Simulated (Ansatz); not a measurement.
# ScPt: the cost of one run

Program: Ansatz 0.2.0. Level of theory: DFT PBEsol, scalar-relativistic, plane waves, PAW. These are calculated values, not measurements.

### Step 1. The system as given

Symmetry: Pm-3m, No. 221, cubic system. The conventional cell has a = 3.270 Å, b = 3.270 Å, c = 3.270 Å, α = 90.00°, β = 90.00°, γ = 90.00°. Sc (site symmetry m-3m) has 8 Pt at 2.83 Å in its first shell of neighbours. Pt (site symmetry m-3m) is surrounded by 8 Sc at 2.83 Å.

Structure file:

```
Sc Pt
1.0
     3.27000    0.00000    0.00000
     0.00000    3.27000    0.00000
     0.00000    0.00000    3.27000
Sc Pt
1 1
Cartesian
  1.6350 1.6350 1.6350
  0.0000 0.0000 0.0000
```

The cell is taken as given, not relaxed at this level.

### Step 2. Zero of energy

Reference values: F = -14497.6101 eV; pressure -1.38 GPa; largest force 0.000 eV/Å; gap on the mesh none (metal). It was computed beforehand with the settings of the runs below.

### Step 3. Setting up a sublattice displacement scan

Every Sc atom is moved by x along the Cartesian unit vector (-1.000, 0.000, 0.000); the cell and all other atoms stay fixed. Forces below are components along that vector, summed over the moved atoms.

### Step 4. x = -0.200 Å

The input, input.yaml:

```yaml
crystal:
  lattice:
    - [3.27, 0.0, 0.0]
    - [0.0, 3.27, 0.0]
    - [0.0, 0.0, 3.27]
  atoms:
    - { symbol: Sc, position: [0.5611620795, 0.5, 0.5] }
    - { symbol: Pt, position: [0.0, 0.0, 0.0] }
basis:
  ecutwfc: 420
kpoints:
  mp_grid: { grid: [14, 14, 14] }
hamiltonian:
  xc: pbesol
scf:
  occupations: { method: gaussian, width: 0.15 }
output:
  forces: true
  stress: true
  eigenvalues: true
```

Started as:

```bash
$ ansatz run input.yaml --threads 1 --pin off --max-ram 2560MiB --backend cpu --events-out ev --progress --plain --runs-dir out
```

What time and memory should one allow on 1 thread of Arm Neoverse V1, shared host?

About 16 s, with a peak of 0.47 GiB.
